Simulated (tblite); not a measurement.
# C4H7ClSi: the cost of one run

The runs use tblite 0.8.0 and PySCF 2.14.0, with density-fitted response routines of our own; the level of theory stands in each step. All values are computed, except where a source is named. Atoms count from 0, in the outputs and in this text.

### 1 The starting structure

13 atoms, charge 0, multiplicity 1; geometry from: force field or distance geometry start.

Bonds of the start (Å): Si0–C1 1.85, C1–C2 1.51, C2–C3 1.48, C3–C4 1.35, C4–Cl5 1.76, C4–C2 1.49, Si0–H6 1.46, Si0–H7 1.46, Si0–H8 1.47, C1–H9 1.12, C1–H10 1.09, C2–H11 1.11, C3–H12 1.08.

### 2 Relaxing the molecule with GFN2-xTB

What the job is given:

```
{"job": {"kind": "relax", "xc": "GFN2-xTB", "basis": "xTB"}, "charge": 0, "multiplicity": 1}
Si    -1.946000     0.255400     0.330900
C     -0.408200    -0.680900    -0.104600
C      0.667200     0.327500    -0.436400
C      1.967300    -0.259400    -0.814900
C      1.886500     0.270900     0.419200
Cl     2.736500     0.617100     1.917800
H     -3.135200    -0.492600    -0.064300
H     -2.049000     0.564000     1.753600
H     -1.934100     1.520000    -0.419300
H     -0.108600    -1.311400     0.772200
H     -0.597500    -1.330900    -0.955200
H      0.360600     1.306800    -0.860600
H      2.556100    -0.786000    -1.556000
```

Launch:

```bash
> OMP_NUM_THREADS=1 python probes_run.py task.json out
```

This one command runs all jobs of the session in turn.

**Question.** How long does this first job take on 1 thread of Intel Xeon at 2.50GHz, shared host, and how much memory does it need?

About 1.9 s, with a peak of 0.18 GiB.
